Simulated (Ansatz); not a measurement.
## Molecular dynamics of Fe

The input (input.yaml):

```yaml
accuracy: low
crystal:
  lattice:
    - [6.013738, 0.0, 0.0]
    - [0.0, 6.013738, 0.0]
    - [0.0, 0.0, 6.013738]
  atoms:
    - { symbol: Fe, position: [0.0, 0.0, 0.0] }
    - { symbol: Fe, position: [0.5, 0.0, 0.0] }
    - { symbol: Fe, position: [0.0, 0.5, 0.0] }
    - { symbol: Fe, position: [0.0, 0.0, 0.5] }
    - { symbol: Fe, position: [0.25, 0.25, 0.25] }
    - { symbol: Fe, position: [0.5, 0.5, 0.0] }
    - { symbol: Fe, position: [0.5, 0.0, 0.5] }
    - { symbol: Fe, position: [0.75, 0.25, 0.25] }
    - { symbol: Fe, position: [0.0, 0.5, 0.5] }
    - { symbol: Fe, position: [0.25, 0.75, 0.25] }
    - { symbol: Fe, position: [0.25, 0.25, 0.75] }
    - { symbol: Fe, position: [0.5, 0.5, 0.5] }
    - { symbol: Fe, position: [0.75, 0.75, 0.25] }
    - { symbol: Fe, position: [0.75, 0.25, 0.75] }
    - { symbol: Fe, position: [0.25, 0.75, 0.75] }
    - { symbol: Fe, position: [0.75, 0.75, 0.75] }
basis:
  ecutwfc: 420.0
kpoints:
  mp_grid: { grid: [2, 2, 2] }
hamiltonian:
  xc: pbe
scf:
  occupations: { method: fermi_dirac, width: 0.17 }
  lower_state_search: "off"
md:
  timestep: 3
  n_steps: 40
  ensemble: nvt_langevin
  temperature: 2000.0
  initial_velocities: maxwell_boltzmann
  seed: 557599
  friction: 0.02
```

Command:

```bash
$ ansatz run input.yaml --threads 2 --pin off --max-ram 5120MiB --backend cpu --events-out ev --progress --plain --runs-dir out
```

It starts from a structure without forces on its atoms.

Output, in part (step lines):

```
md step     0: t =     0.00 fs  T =  1875.0 K  F+E_penalty+E_count = -71675.47553915 eV  E_kin = 3.877800 eV  (8 SCF iters)
md step     1: t =     3.00 fs  T =  1888.6 K  F+E_penalty+E_count = -71675.47633137 eV  E_kin = 3.905921 eV  (10 SCF iters)
md step     2: t =     6.00 fs  T =  1627.8 K  F+E_penalty+E_count = -71675.48144894 eV  E_kin = 3.366601 eV  (10 SCF iters)
md step     3: t =     9.00 fs  T =  1765.8 K  F+E_penalty+E_count = -71675.49495865 eV  E_kin = 3.652015 eV  (10 SCF iters)
md step     4: t =    12.00 fs  T =  1941.3 K  F+E_penalty+E_count = -71675.51301882 eV  E_kin = 4.014854 eV  (10 SCF iters)
md step     5: t =    15.00 fs  T =  1760.6 K  F+E_penalty+E_count = -71675.52939505 eV  E_kin = 3.641277 eV  (8 SCF iters)
md step     6: t =    18.00 fs  T =  1725.1 K  F+E_penalty+E_count = -71675.53845316 eV  E_kin = 3.567684 eV  (9 SCF iters)
md step     7: t =    21.00 fs  T =  1967.2 K  F+E_penalty+E_count = -71675.52066708 eV  E_kin = 4.068586 eV  (9 SCF iters)
md step     8: t =    24.00 fs  T =  1864.7 K  F+E_penalty+E_count = -71675.46314049 eV  E_kin = 3.856521 eV  (9 SCF iters)
md step     9: t =    27.00 fs  T =  1725.4 K  F+E_penalty+E_count = -71675.36230701 eV  E_kin = 3.568348 eV  (9 SCF iters)
md step    10: t =    30.00 fs  T =  1762.4 K  F+E_penalty+E_count = -71675.21212450 eV  E_kin = 3.644951 eV  (11 SCF iters)
md step    11: t =    33.00 fs  T =  1661.8 K  F+E_penalty+E_count = -71675.01556297 eV  E_kin = 3.436769 eV  (9 SCF iters)
md step    12: t =    36.00 fs  T =  1396.4 K  F+E_penalty+E_count = -71674.81085159 eV  E_kin = 2.888027 eV  (9 SCF iters)
md step    13: t =    39.00 fs  T =  1242.8 K  F+E_penalty+E_count = -71674.68982936 eV  E_kin = 2.570394 eV  (9 SCF iters)
md step    14: t =    42.00 fs  T =  1220.4 K  F+E_penalty+E_count = -71674.64741155 eV  E_kin = 2.523887 eV  (9 SCF iters)
md step    15: t =    45.00 fs  T =  1312.3 K  F+E_penalty+E_count = -71674.64679784 eV  E_kin = 2.714021 eV  (9 SCF iters)
md step    16: t =    48.00 fs  T =  1333.2 K  F+E_penalty+E_count = -71674.68815866 eV  E_kin = 2.757344 eV  (10 SCF iters)
md step    17: t =    51.00 fs  T =  1572.0 K  F+E_penalty+E_count = -71674.76023315 eV  E_kin = 3.251168 eV  (9 SCF iters)
md step    18: t =    54.00 fs  T =  1782.0 K  F+E_penalty+E_count = -71674.84181491 eV  E_kin = 3.685417 eV  (9 SCF iters)
md step    19: t =    57.00 fs  T =  2089.8 K  F+E_penalty+E_count = -71674.93545687 eV  E_kin = 4.321976 eV  (9 SCF iters)
md step    20: t =    60.00 fs  T =  1973.7 K  F+E_penalty+E_count = -71675.00842673 eV  E_kin = 4.081909 eV  (11 SCF iters)
md step    21: t =    63.00 fs  T =  2157.7 K  F+E_penalty+E_count = -71675.06775313 eV  E_kin = 4.462398 eV  (9 SCF iters)
md step    22: t =    66.00 fs  T =  2301.0 K  F+E_penalty+E_count = -71675.13497759 eV  E_kin = 4.758779 eV  (9 SCF iters)
md step    23: t =    69.00 fs  T =  2643.8 K  F+E_penalty+E_count = -71675.19509880 eV  E_kin = 5.467699 eV  (9 SCF iters)
md step    24: t =    72.00 fs  T =  2696.9 K  F+E_penalty+E_count = -71675.26992103 eV  E_kin = 5.577716 eV  (9 SCF iters)
md step    25: t =    75.00 fs  T =  2620.9 K  F+E_penalty+E_count = -71675.34247249 eV  E_kin = 5.420464 eV  (9 SCF iters)
md step    26: t =    78.00 fs  T =  2403.5 K  F+E_penalty+E_count = -71675.38612374 eV  E_kin = 4.970808 eV  (9 SCF iters)
md step    27: t =    81.00 fs  T =  2293.4 K  F+E_penalty+E_count = -71675.37891512 eV  E_kin = 4.743122 eV  (9 SCF iters)
md step    28: t =    84.00 fs  T =  2121.9 K  F+E_penalty+E_count = -71675.31853686 eV  E_kin = 4.388490 eV  (9 SCF iters)
md step    29: t =    87.00 fs  T =  2246.1 K  F+E_penalty+E_count = -71675.21199241 eV  E_kin = 4.645294 eV  (9 SCF iters)
md step    30: t =    90.00 fs  T =  1764.4 K  F+E_penalty+E_count = -71675.07180773 eV  E_kin = 3.649122 eV  (10 SCF iters)
md step    31: t =    93.00 fs  T =  1871.2 K  F+E_penalty+E_count = -71674.94229643 eV  E_kin = 3.869851 eV  (9 SCF iters)
md step    32: t =    96.00 fs  T =  1803.6 K  F+E_penalty+E_count = -71674.80858510 eV  E_kin = 3.730230 eV  (9 SCF iters)
md step    33: t =    99.00 fs  T =  1446.6 K  F+E_penalty+E_count = -71674.71626927 eV  E_kin = 2.991732 eV  (9 SCF iters)
md step    34: t =   102.00 fs  T =  1482.3 K  F+E_penalty+E_count = -71674.73539268 eV  E_kin = 3.065588 eV  (9 SCF iters)
md step    35: t =   105.00 fs  T =  1592.1 K  F+E_penalty+E_count = -71674.80745342 eV  E_kin = 3.292636 eV  (9 SCF iters)
md step    36: t =   108.00 fs  T =  1210.8 K  F+E_penalty+E_count = -71674.91139833 eV  E_kin = 2.504121 eV  (9 SCF iters)
md step    37: t =   111.00 fs  T =  1373.5 K  F+E_penalty+E_count = -71675.03949398 eV  E_kin = 2.840650 eV  (9 SCF iters)
md step    38: t =   114.00 fs  T =  1389.3 K  F+E_penalty+E_count = -71675.14579986 eV  E_kin = 2.873271 eV  (9 SCF iters)
md step    39: t =   117.00 fs  T =  1627.0 K  F+E_penalty+E_count = -71675.20491835 eV  E_kin = 3.364856 eV  (9 SCF iters)
md step    40: t =   120.00 fs  T =  1834.1 K  F+E_penalty+E_count = -71675.22533770 eV  E_kin = 3.793125 eV  (10 SCF iters)
```

The run went to its last step. A run of 0.12 ps of so small a system gives no equilibrium averages. Spin polarisation was left off. Limits of this set-up: coarse k mesh, magnetic elements without spin, low accuracy level.

Mean squared displacements from the first frame to the last, about the centre of mass: Fe 0.22 Å².

Last frame:

```xyz
16
Lattice="6.0137 0.0000 0.0000 0.0000 6.0137 0.0000 0.0000 0.0000 6.0137" Properties=species:S:1:pos:R:3
Fe 0.022 0.167 0.632
Fe 2.791 0.495 -0.177
Fe 0.140 2.879 0.251
Fe -0.022 -0.158 2.793
Fe 1.924 1.575 1.763
Fe 3.446 3.138 0.027
Fe 3.188 -0.650 3.406
Fe 4.484 1.386 1.863
Fe -0.030 3.046 2.848
Fe 1.930 4.753 1.505
Fe 0.942 1.803 4.606
Fe 2.674 3.083 3.256
Fe 4.200 4.517 1.428
Fe 4.627 1.217 4.418
Fe 1.149 4.407 4.795
Fe 4.992 4.543 4.462
```

Time of the run: 16 min on 2 CPU threads of a shared host.
